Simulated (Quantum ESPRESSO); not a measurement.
Crystal: WS2.

```xyz
6
Lattice="3.1800 0.0000 0.0000 -1.5900 2.7540 0.0000 0.0000 0.0000 12.5000" Properties=species:S:1:pos:R:3 pbc="T T T"
S     0.0000    1.8360    7.8125
S     1.5900    0.9180    1.5625
S     0.0000    1.8360   10.9375
S     1.5900    0.9180    4.6875
W     0.0000    1.8360    3.1250
W     1.5900    0.9180    9.3750
```

Base run:

| Quantity | Value |
| --- | --- |
| Program | Quantum ESPRESSO 7.5 |
| Functional | LDA |
| Potentials or basis | PseudoDojo 0.4.1 SR LDA standard |
| Cutoff | 952 eV |
| Density cutoff | 3810 eV |
| k mesh | 12 × 12 × 3 |
| Occupations | fermi-dirac, width 0.05 eV |
| Spin | no spin polarisation |

Its results: band gap on the k mesh 0.97 eV, indirect (least direct gap 1.72 eV); pressure -5.9 GPa; largest force 0.388 eV/Å; electronic dielectric tensor (diagonal) 13.96, 13.96, 5.92.

Q: The run is repeated on the same cell with these changes: functional from LDA to PBE; potentials or basis from PseudoDojo 0.4.1 SR LDA standard to PseudoDojo 0.4.1 SR PBE standard; cutoff from 952 eV to 1007 eV; density cutoff from 3810 eV to 4027 eV. What comes out?

A: Band gap on the k mesh 1.05 eV, indirect (least direct gap 1.74 eV); pressure 2.3 GPa; largest force 0.134 eV/Å; electronic dielectric tensor (diagonal) 13.78, 13.78, 5.65.

Caveats: on a mesh that holds Γ this program's dielectric tensor can be off by some percent beyond the error of the mesh; spin-orbit coupling is left out, which moves the levels of the heavy elements; an odd mesh through Γ misses points on the zone boundary, where band edges often lie; the cell is more than 3 GPa from zero pressure, which shifts response properties (some runs); this functional lacks dispersion, which binds the layers, so the pressure and a relaxed spacing across them are unreliable (some runs).

Not every run made on this cell is shown here.
